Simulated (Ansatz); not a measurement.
**SiGeH4 (triplet): the correlation ladder at a displaced geometry (v1), cc-pVDZ**

The task here is to estimate one member of a computed series from the others.

Method: cc-pVDZ, core rule «outside noble gas», up to 19 orbitals frozen; program: Ansatz 0.2.0, Gaussian basis.

Plan: UHF; CCSD(T) on ROHF; CCSD(T) on UHF; BCCD(T) on ROHF; CISD; CCSDT(Q) on ROHF; CCSDT(Q) on UHF.

24 further runs of the same task are left out: 8 that didn't finish, 16 set aside as unsound or not needed.

### The geometry

The geometry is a PBE0/def2-TZVP stationary point (not a proven minimum) with its atoms shifted at random (size 0.040 Å). No spin-orbit coupling is included. The filled d shell of Ge may be among the frozen orbitals whatever the setting's name suggests; the logs give the count.

6 atoms, charge 0, spin multiplicity 3.

Atoms are counted from 1 here; the program's logs count them from 0.

Bond lengths: Si1–Ge2 2.377 Å, Si1–H3 1.490 Å, Si1–H4 1.459 Å, Si1–H5 1.547 Å, Ge2–H6 1.564 Å. Angles: Ge2–Si1–H3 108.9°, Ge2–Si1–H4 106.1°, Ge2–Si1–H5 107.3°, H3–Si1–H4 110.7°, H3–Si1–H5 115.4°, H4–Si1–H5 108.1°, Si1–Ge2–H6 124.9°.

The first run:

Contents of in.yaml:

```yaml
crystal:
  periodic: [false, false, false]
  atoms:
    - {symbol: Si, position_ang: [0.001933, -0.030916, 1.666283]}
    - {symbol: Ge, position_ang: [0.001100, 0.029669, -0.709617]}
    - {symbol: H, position_ang: [1.259856, -0.679901, 2.131436]}
    - {symbol: H, position_ang: [-0.053713, 1.359681, 2.105589]}
    - {symbol: H, position_ang: [-1.306889, -0.726536, 2.109749]}
    - {symbol: H, position_ang: [-0.032387, -1.229995, -1.635978]}
basis:
  gaussian: {orbitals: cc-pVDZ}
magnetization: {spin_polarized: true, initial_magnetization: 2}
hamiltonian: {xc: hf}
output: {orbitals: {seedname: orbitals}}
```

Run with:

```console
$ ansatz run in.yaml --threads 1 --pin off --events-out ev --progress --plain --max-ram 2393MiB
```

Steps of the session up to this table: UHF; CCSD(T) on ROHF; CCSD(T) on UHF; BCCD(T) on ROHF; CISD; CCSDT(Q) on ROHF; CCSDT(Q) on UHF.

One of the session's tables, all rows but one given; the rest of the session is left out.

```
   method  from UCCSDT(Q) (kcal/mol)
     ROHF                    +137.23
      UHF                    +135.33
     RMP2                     +30.79
     UMP2                     +30.56
     CISD                     +15.22
    RCCSD                      +4.38
    UCCSD                      +4.12
 RCCSD(T)                          ?
 UCCSD(T)                      +0.87
  BCCD(T)                      +1.07
   RCCSDT                      +0.35
   UCCSDT                      +0.13
RCCSDT(Q)                      +0.23
UCCSDT(Q)                          0
```

Q: Estimate the row for RCCSD(T) from the others.

**Answer.** from UCCSDT(Q) (kcal/mol): +1.09. In the column «from UCCSDT(Q) (kcal/mol)» it lies between BCCD(T) (+1.07) and UCCSD (+4.12).

To keep in mind: Restricted and unrestricted rows rest on different reference determinants; where their highest levels disagree by more than a few hundredths of an eV, they describe different states and don't form one ladder.
